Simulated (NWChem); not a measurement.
# One shape, several levels: singlet CH2GeN−

Wanted: a comparison of 6 runs (B3LYP/6-31G*, B3LYP/def2-SVPD, M06-2X/def2-SVPD, PBE0/def2-SVPD, CCSD(T)/def2-SVPD) of singlet CH2GeN−. 

The calculation is run with NWChem 7.3.0.

47 further runs of the same task are left out: 47 set aside as unsound or not needed. Runs told in other sessions of the task aren't counted.

## 1. The molecule

CH2GeN− has 5 atoms, charge -1, and is taken as a singlet. SMILES of the parent species: `N#[C][GeH2]`. The coordinates come from a PBE0-D4/def2-TZVP relaxation. That shape belongs to the parent species and isn't relaxed for this state.

Bond lengths: N1–C2 1.154 Å, C2–Ge3 1.912 Å, Ge3–H4 1.534 Å, Ge3–H5 1.534 Å. Angles: N1–C2–Ge3 175.5°, C2–Ge3–H4 108.2°, C2–Ge3–H5 108.2°, H4–Ge3–H5 114.7°.

## 2. A single-point energy at B3LYP/6-31G(d) (spherical functions) (run 1)

Input file nw.nw:

```
echo
start nw
memory 2200 mb
charge -1
geometry units angstroms noautosym nocenter noautoz
N      1.590700    -1.029300     1.293200
C      0.838400    -0.535900     0.570400
Ge    -0.315900     0.241400    -0.740100
H     -1.658900    -0.498000    -0.695900
H     -0.404300     1.748400    -0.468900
end
basis spherical bse
* library 6-31G*
end
dft
xc b3lyp
grid xfine
convergence energy 1e-08
maxiter 100
mulliken
noprint "final vectors analysis"
end
task dft energy
```

Launch:

```
$ nwchem nw.nw > nw.out
```

The program printed:

```text
[...]
          Wavefunction type:  closed shell.
          No. of atoms     :     5
          No. of electrons :    48
[...]
          Charge           :    -1
          Spin multiplicity:     1
[...]
          AO basis - number of functions:    64
[...]
              XC Information
              --------------
                         B3LYP Method XC Potential
                     Hartree-Fock (Exact) Exchange  0.200
                        Slater Exchange Functional  0.800 local
                    Becke 1988 Exchange Functional  0.720 non-local
              Lee-Yang-Parr Correlation Functional  0.810
                  VWN I RPA Correlation Functional  0.190 local
[...]
 d= 0,ls=0.0,diis     1  -2170.2303620464 -2.31D+03  5.89D-02  1.18D+01     6.3
[...]
 d= 0,ls=0.0,diis    11  -2170.8172993906 -1.35D-09  3.29D-07  4.29D-10    50.5
         Total DFT energy =    -2170.817299390640
      One electron energy =    -3304.722526805088
           Coulomb energy =     1088.619472318365
    Exchange-Corr. energy =      -92.299126060778
 Nuclear repulsion energy =      137.584881156861
[...]
      Total Density - Mulliken Population Analysis
     ---------------------------------------------
    Atom       Charge   Shell Charges
 -----------   ------   -------------------------------------------------------
    1 N    7     7.37   2.00  0.83  2.30  0.83  1.38  0.04
    2 C    6     5.87   2.00  0.72  1.92  0.60  0.60  0.04
    3 Ge  32    32.73   2.00  2.00  6.00  2.00  5.99  1.34  2.17  0.23  0.88  6.85  2.94  0.34
    4 H    1     1.02   0.49  0.53
    5 H    1     1.02   0.49  0.53
[...]
```

Run time: 52 s. Hardware: 1 thread of AMD EPYC 7R43 (Zen 3), shared host; peak memory 0.12 GiB.

## 3. A single-point energy at B3LYP/6-31G(d) (Cartesian functions) (run 2)

Input file ch2gen.nw:

```
START ch2gen
memory stack 880 mb heap 220 mb global 1100 mb
charge -1
GEOMETRY noautosym nocenter noautoz
  N      1.590700    -1.029300     1.293200
  C      0.838400    -0.535900     0.570400
  Ge    -0.315900     0.241400    -0.740100
  H     -1.658900    -0.498000    -0.695900
  H     -0.404300     1.748400    -0.468900
END
BASIS
  * library 6-31G*
END
DFT
  xc b3lyp
  grid xfine
  convergence energy 1e-08
  iterations 100
  mulliken
END
TASK dft energy
```

Launch:

```
$ nwchem ch2gen.nw > ch2gen.out
```

The program printed:

```text
[...]
          Wavefunction type:  closed shell.
          No. of atoms     :     5
          No. of electrons :    48
[...]
          Charge           :    -1
          Spin multiplicity:     1
[...]
          AO basis - number of functions:    69
[...]
              XC Information
              --------------
                         B3LYP Method XC Potential
                     Hartree-Fock (Exact) Exchange  0.200
                        Slater Exchange Functional  0.800 local
                    Becke 1988 Exchange Functional  0.720 non-local
              Lee-Yang-Parr Correlation Functional  0.810
                  VWN I RPA Correlation Functional  0.190 local
[...]
 d= 0,ls=0.0,diis     1  -2170.2157799267 -2.31D+03  6.04D-02  1.37D+01     5.8
[...]
 d= 0,ls=0.0,diis    11  -2170.8255132561 -3.67D-09  3.89D-07  6.57D-10    47.2
         Total DFT energy =    -2170.825513256139
      One electron energy =    -3304.688362540447
           Coulomb energy =     1088.541589754218
    Exchange-Corr. energy =      -92.263621626772
 Nuclear repulsion energy =      137.584881156861
[...]
      Total Density - Mulliken Population Analysis
     ---------------------------------------------
    Atom       Charge   Shell Charges
 -----------   ------   -------------------------------------------------------
    1 N    7     7.47   1.99  0.83  2.30  1.00  1.37 -0.03
    2 C    6     5.79   1.99  0.74  1.92  0.58  0.55  0.00
    3 Ge  32    32.69   2.00  1.99  6.00  1.93  5.99  1.34  2.19  0.25  0.88  6.92  2.96  0.25
    4 H    1     1.03   0.49  0.54
    5 H    1     1.03   0.49  0.54
[...]
```

Wall time 49 s (1 thread of AMD EPYC 7R43 (Zen 3), shared host); peak memory 0.12 GiB.

Runs 3 to 5 aren't shown in full; the table further down has their settings and results.

## 4. A single-point energy at CCSD(T)/def2-SVPD (run 6)

Input file test.nw:

```
start test
memory total 2200 mb
charge -1

geometry units angstroms noautosym nocenter noautoz
N        1.590700      -1.029300       1.293200
C        0.838400      -0.535900       0.570400
Ge      -0.315900       0.241400      -0.740100
H       -1.658900      -0.498000      -0.695900
H       -0.404300       1.748400      -0.468900
end

basis spherical bse
* library def2-SVPD
end

scf
thresh 1e-08
maxiter 80
end

ccsd
freeze core 11
maxiter 60
end

task ccsd(t) energy
```

Launch:

```
$ nwchem test.nw > test.out
```

The program printed:

```text
[...]
  functions       =    94
[...]
  wavefunction    = RHF
[...]
         Total SCF energy =  -2168.501048013298
      One-electron energy =  -3305.297770321650
      Two-electron energy =    999.211841151491
 Nuclear repulsion energy =    137.584881156861
        Time for solution =     60.1s
[...]
 Total MP2 energy:          -2169.036453921667544
[...]
             energy      energy      error      ampl     ampl      Block
                                                time     time      time
[...]
 Total CCSD energy:          -2169.047170642650144
[...]
 Total CCSD+T(CCSD) energy:          -2169.071755911792025
[...]
 Total CCSD(T) energy:               -2169.070160848443265
[...]
```

Run time: 8 min. Hardware: 1 thread of AMD EPYC 7R43 (Zen 3), shared host; peak memory 0.29 GiB.

## 5. Overview of the runs

| run | level | Cartesian functions | integration grid | energy (Eh) | wall time |
| --- | --- | --- | --- | --- | --- |
| 1 | B3LYP/6-31G* (spherical functions) | no | xfine | -2170.817299 | 52 s |
| 2 | B3LYP/6-31G* (Cartesian functions) | yes | xfine | -2170.825513 | 49 s |
| 3 | B3LYP/def2-SVPD | no | fine | -2170.786530 | 50 s |
| 4 | M06-2X/def2-SVPD | no | fine | -2170.699887 | 64 s |
| 5 | PBE0/def2-SVPD | no | fine | -2170.360155 | 49 s |
| 6 | CCSD(T)/def2-SVPD | no | – | -2169.070161 | 8 min |

## 6. Summary of results

| quantity | value |
| --- | --- |
| run 6: total energy | -2169.07016 Eh |
| run 6: HOMO energy (Hartree–Fock orbitals) | -1.66 eV |
| run 6: LUMO energy (Hartree–Fock orbitals) | 6.16 eV |
| run 6: HOMO–LUMO gap (to an unbound level, set by the basis) | 7.81 eV |
| run 6: correlation energy (11 core orbitals frozen) | -569.1 mEh |
| run 6: (T) correction | -22.99 mEh |

**Reading.** Over runs 2, 3, 4, 5 the HOMO–LUMO gap runs from 3.85 eV (B3LYP/def2-SVPD) to 5.49 eV (M06-2X/def2-SVPD). The empty levels of an anion lie above zero and hang on the basis. Totals of different functionals can't be ranked against each other. In runs 2, 3, 5 the HOMO lies above zero, from self-interaction, a short basis or an electron that isn't bound. All runs together took 12 min, the longest 8 min.
